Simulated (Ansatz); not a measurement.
**ScS (quartet): wave-function methods side by side, def2-TZVPP**

An exercise on one series of results from a longer session: the logs are not shown, and one member is left open.

The runs use Ansatz 0.2.0, Gaussian basis; def2-TZVPP, core rule «outside noble gas», up to 14 orbitals frozen.

Plan: UHF; ROHF; CCSD(T) on UHF.

2 further runs of the same task are left out: 2 set aside as unsound or not needed.

## What is computed

The geometry is a PBE0/def2-TZVP stationary point (not a proven minimum) of the parent state, kept for this charge and spin.

2 atoms, charge 0, spin multiplicity 4.

Atoms are counted from 1 here; the program's logs count them from 0.

Bond lengths: Sc1–S2 2.118 Å.

The first run:

in.yaml

```yaml
crystal:
  periodic: [false, false, false]
  atoms:
    - {symbol: Sc, position_ang: [0.000000, 0.000000, 0.000000]}
    - {symbol: S, position_ang: [0.000000, 0.000000, 2.118400]}
basis:
  gaussian: {orbitals: def2-TZVPP}
magnetization: {spin_polarized: true, initial_magnetization: 3}
hamiltonian: {xc: hf}
output: {orbitals: {seedname: orbitals}}
```

Run with:

```bash
$ ansatz run in.yaml --threads 1 --pin off --events-out ev --progress --plain --max-ram 4096MiB --backend cpu
```

Among the steps run: UHF; ROHF; CCSD(T) on UHF.

One table of the session follows, with a row left open; its other results are not shown here.

It belongs to the step «Misses and costs». 

| method | from UCCSD(T) (kJ/mol) |
| --- | --- |
| ROHF | ? |
| UHF | +538.9 |
| UMP2 | +92.5 |
| UCCSD | +24.9 |
| UCCSD(T) | 0 |

Estimate the missing values for ROHF.

**Answer.** from UCCSD(T) (kJ/mol): +555.4. In the column «from UCCSD(T) (kJ/mol)» it is the highest.
